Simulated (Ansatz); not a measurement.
# HfPb2: the cost of one run

Program: Ansatz 0.2.0. Level of theory: DFT PBE, scalar-relativistic, plane waves, PAW. These are calculated values, not measurements.

## Step 1: Starting point

Symmetry: I4/mmm, No. 139, tetragonal system. Conventional cell: a = 3.998 Å, b = 3.998 Å, c = 9.807 Å, α = 90.00°, β = 90.00°, γ = 90.00°. Around Hf (site symmetry 4/mmm) lie 10 Pb at 3.26 to 3.29 Å. Pb (site symmetry 4mm) has 5 Pb at 3.24 to 3.28 Å and 5 Hf at 3.26 to 3.29 Å as nearest neighbours.

Structure file:

```cif
data_structure
_symmetry_space_group_name_H-M 'I4/mmm'
_symmetry_Int_Tables_number 139
_cell_length_a 3.9979
_cell_length_b 3.9979
_cell_length_c 9.8074
_cell_angle_alpha 90.000
_cell_angle_beta 90.000
_cell_angle_gamma 90.000
_cell_volume 156.76
loop_
_atom_site_label
_atom_site_type_symbol
_atom_site_symmetry_multiplicity
_atom_site_Wyckoff_symbol
_atom_site_fract_x
_atom_site_fract_y
_atom_site_fract_z
_atom_site_occupancy
Hf1 Hf 2 a 0.00000 0.00000 0.00000 1
Pb1 Pb 4 e 0.50000 0.50000 0.16500 1
```

(A quick probe on a coarse mesh, which set the mesh and smearing, is not shown.)

## Step 3: Rough relaxation on the coarse mesh

The input, input.yaml:

```yaml
crystal:
  lattice:
    - [-1.9989675973, 1.9989675973, 4.9037173871]
    - [1.9989675973, -1.9989675973, 4.9037173871]
    - [1.9989675973, 1.9989675973, -4.9037173871]
  atoms:
    - { symbol: Hf, position: [0.0, 0.0, 0.0] }
    - { symbol: Pb, position: [0.665, 0.665, 0.0] }
    - { symbol: Pb, position: [0.335, 0.335, 0.0] }
basis:
  ecutwfc: 420
kpoints:
  mp_grid: { grid: [6, 6, 6] }
hamiltonian:
  xc: pbe
scf:
  occupations: { method: gaussian, width: 0.1 }
  lower_state_search: "off"
output:
  forces: true
  stress: true
  eigenvalues: true
relax:
  adjacent_minimum: "off"
  f_tol: 0.04
  max_steps: 70
  cell: { stress_tol: 0.4 }
```

Launch:

```sh
> ansatz run input.yaml --threads 1 --pin off --max-ram 2560MiB --backend cpu --events-out ev --progress --plain --runs-dir out
```

What time and memory should one allow on 1 thread of Arm Neoverse V1, shared host?

About 26 s, with a peak of 0.39 GiB.
